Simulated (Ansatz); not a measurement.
# TiPd: the cost of one run

Program: Ansatz 0.2.0. Level of theory: DFT LDA, scalar-relativistic, plane waves, PAW. These are calculated values, not measurements.

2 further runs of the same task are left out: 2 that didn't finish.

### Step 1. The structure to begin with

It takes space group P4/mmm (No. 123, tetragonal). Conventional cell: a = 2.815 Å, b = 2.815 Å, c = 3.866 Å, α = 90.00°, β = 90.00°, γ = 90.00°. Ti (site symmetry 4/mmm) has 8 Pd at 2.77 Å and 4 Ti at 2.81 Å as nearest neighbours. Around Pd (site symmetry 4/mmm) lie 8 Ti at 2.77 Å and 4 Pd at 2.81 Å.

As a file:

```
Ti Pd
1.0
     2.81471    0.00000    0.00000
     0.00000    2.81471    0.00000
     0.00000    0.00000    3.86576
Ti Pd
1 1
Cartesian
  0.0000 0.0000 0.0000
  1.4074 1.4074 1.9329
```

The structure comes from the Materials Project (structure only).

### Step 2. Probe: one point at the start

File input.yaml:

```yaml
crystal:
  lattice:
    - [2.81470904, 0.0, 0.0]
    - [0.0, 2.81470904, 0.0]
    - [0.0, 0.0, 3.86576424]
  atoms:
    - { symbol: Ti, position: [0.0, 0.0, 0.0] }
    - { symbol: Pd, position: [0.5, 0.5, 0.5] }
basis:
  ecutwfc: 420
kpoints:
  mp_grid: { grid: [6, 6, 6] }
hamiltonian:
  xc: lda
scf:
  occupations: { method: gaussian, width: 0.1 }
output:
  forces: true
  stress: true
  eigenvalues: true
```

On the command line:

```
ansatz run input.yaml --threads 1 --pin off --max-ram 1228MiB --backend cpu --events-out ev --progress --plain --runs-dir out
```

What time and memory should one allow on 1 thread of an x86-64 CPU, shared host?

About 2.3 s, with a peak of 0.37 GiB.
